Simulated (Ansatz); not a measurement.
**C₂H₁₀InOP: a ladder of functionals and wavefunction methods**

One table from this session's results is given with a row withheld; the runs are named, their logs left out.

Computed with Ansatz 0.2.0, Gaussian basis. Level: functionals in def2-TZVPP, the program's frozen cores in correlated methods.

Levels to be run: LDA (SPW92), PBE-D4, revPBE-D4, BLYP-D4, r2SCAN-D4, B97M-V, PBE0-D4, B3LYP-D4, r2SCANh-D4, r2SCAN0-D4, HSE06-D4, BHLYP-D4, CAM-B3LYP-D4, LC-ωPBE, ωB97X-V, ωB97M-V, B2PLYP, PBE-QIDH; CCSD(T)/def2-SVP; MP2/def2-TZVPP; MP2/def2-QZVPP; RPA on PBE.

## Structure used throughout

All runs share one geometry, relaxed beforehand with PBE0-D4 in a triple-zeta def2 set. In takes the def2 core potential; no spin-orbit term is included.

SMILES `[CH3][In-]([CH3])([OH])[PH3+]`, 15 atoms, charge 0, spin multiplicity 1.

Atoms are counted from 1 here; the program's logs count them from 0.

Bond lengths: C1–In2 2.146 Å, C1–H6 1.091 Å, C1–H7 1.091 Å, C1–H8 1.091 Å, In2–C3 2.154 Å, In2–O4 2.043 Å, In2–P5 2.855 Å, C3–H9 1.091 Å, C3–H10 1.092 Å, C3–H11 1.091 Å, O4–H12 0.959 Å, P5–H13 1.418 Å, P5–H14 1.410 Å, P5–H15 1.409 Å. Angles: In2–C1–H6 110.6°, In2–C1–H7 111.1°, In2–C1–H8 109.0°, H6–C1–H7 108.3°, H6–C1–H8 108.6°, H7–C1–H8 109.2°, C1–In2–C3 134.5°, C1–In2–O4 109.8°, C1–In2–P5 100.3°, C3–In2–O4 113.7°, C3–In2–P5 104.3°, O4–In2–P5 73.1°, In2–C3–H9 110.8°, In2–C3–H10 110.2°, In2–C3–H11 110.2°, H9–C3–H10 108.2°, H9–C3–H11 108.9°, H10–C3–H11 108.5° and more.

The first run:

in.yaml

```yaml
crystal:
  periodic: [false, false, false]
  atoms:
    - {symbol: C, position_ang: [-2.062457, 0.207046, 1.172269]}
    - {symbol: In, position_ang: [-0.178802, -0.510642, 0.436990]}
    - {symbol: C, position_ang: [1.744799, -0.891392, 1.327700]}
    - {symbol: O, position_ang: [-0.448712, -1.442868, -1.361323]}
    - {symbol: P, position_ang: [0.352342, 1.428594, -1.589883]}
    - {symbol: H, position_ang: [-2.445003, -0.451068, 1.954391]}
    - {symbol: H, position_ang: [-1.964790, 1.211252, 1.587763]}
    - {symbol: H, position_ang: [-2.779748, 0.226166, 0.350957]}
    - {symbol: H, position_ang: [2.073376, -0.037025, 1.921689]}
    - {symbol: H, position_ang: [1.690598, -1.762152, 1.984099]}
    - {symbol: H, position_ang: [2.486484, -1.087731, 0.551995]}
    - {symbol: H, position_ang: [0.267745, -2.037747, -1.590886]}
    - {symbol: H, position_ang: [0.652791, 2.803656, -1.766068]}
    - {symbol: H, position_ang: [1.329642, 0.925881, -2.472988]}
    - {symbol: H, position_ang: [-0.739763, 1.367131, -2.477403]}
basis:
  gaussian: {orbitals: def2-TZVPP}
hamiltonian: {xc: lda}
output: {orbitals: {seedname: orbitals}}
```

Launch:

```bash
ansatz run in.yaml --threads 4 --pin off --events-out ev --progress --plain --max-ram 11315MiB
```

Among the steps run: LDA; PBE-D4 (GGA); revPBE-D4 (GGA); BLYP-D4 (GGA); r2SCAN-D4 (meta-GGA); B97M-V (meta-GGA); B3LYP-D4 (hybrid); r2SCANh-D4 (hybrid); r2SCAN0-D4 (hybrid); HSE06-D4 (hybrid); BHLYP-D4 (hybrid); CAM-B3LYP-D4 (range-separated); LC-ωPBE (range-separated); ωB97X-V (range-separated); ωB97M-V (range-separated); B2PLYP (double hybrid); PBE-QIDH (double hybrid).

One table of the session follows, with a row left open; its other results are not shown here.

It belongs to the step «Frontier levels by functional». 

| functional | HOMO (eV) | gap (eV) |
| --- | --- | --- |
| LDA (SPW92) | -5.88 | 4.95 |
| PBE-D4 | -5.69 | 4.94 |
| revPBE-D4 | -5.62 | 4.95 |
| BLYP-D4 | -5.58 | 4.87 |
| r2SCAN-D4 | -5.96 | 5.55 |
| B97M-V | ? | ? |
| PBE0-D4 | -7.03 | 7.10 |
| B3LYP-D4 | -6.82 | 6.59 |
| r2SCANh-D4 | -6.47 | 6.37 |
| r2SCAN0-D4 | -7.20 | 7.50 |
| HSE06-D4 | -6.63 | 6.35 |
| BHLYP-D4 | -8.14 | 8.81 |
| CAM-B3LYP-D4 | -8.37 | 9.18 |
| LC-ωPBE | -9.70 | 11.55 |
| ωB97X-V | -9.34 | 11.04 |
| ωB97M-V | -9.26 | 10.47 |

Estimate the missing values for B97M-V.

As computed: HOMO (eV): -6.05; gap (eV): 5.39. In the column «HOMO (eV)» it lies between r2SCANh-D4 (-6.47) and r2SCAN-D4 (-5.96).
